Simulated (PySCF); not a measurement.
# AsF₄⁺: relaxation and vibrations of the singlet

Computed with PySCF 2.14.0. Level: PBE0, basis As def2-SVP, F def2-SVP, no relativity, density fitting.

## (1) Starting geometry

5 atoms, charge 1, spin multiplicity 1.

Bond lengths: As1–F2 1.813 Å, As1–F3 1.813 Å, As1–F4 1.813 Å, As1–F5 1.813 Å. Angles: F2–As1–F3 170.0°, F2–As1–F4 86.9°, F2–As1–F5 86.9°, F3–As1–F4 86.9°, F3–As1–F5 86.9°, F4–As1–F5 104.0°.

```xyz
5
charge 1 multiplicity 1
As    0.0000    0.0000    0.0000
F     0.0000    1.8061    0.1580
F     0.0000   -1.8061    0.1580
F     1.4287    0.0000    1.1162
F    -1.4287    0.0000    1.1162
```

## (2) First SCF at the start

One driver script runs all steps and calls PySCF; scf.py shows how it sets up the SCF of each step. The optimiser is the driver's own. After this first run the driver tries any further starts and a stability analysis.

scf.py

```python
from pyscf import gto, scf, dft
mol = gto.M(atom='''
As     0.000000     0.000000     0.000000
F      0.000000     1.806100     0.158000
F     -0.000000    -1.806100     0.158000
F      1.428700     0.000000     1.116200
F     -1.428700     0.000000     1.116200''',
    basis={'As': 'def2-SVP', 'F': 'def2-SVP'},
    charge=1, spin=0)
mf = dft.RKS(mol, xc='PBE0')
mf.grids.atom_grid = (50, 194)
aux = {'As': 'def2-universal-JKFIT', 'F': 'def2-universal-JKFIT'}
mf = mf.density_fit(auxbasis=aux)
mf.conv_tol = 1e-08
mf.diis_space = 10
mf.max_cycle = 60
mf.init_guess = 'minao'
mf.verbose = 4
mf.kernel()
```

Launch:

```sh
> OMP_NUM_THREADS=2 python axn.py task.json out
```

Q: Estimate the wall time on 2 threads of Arm Neoverse V2, shared host.

About 4.5 s, with a peak of 0.38 GiB.
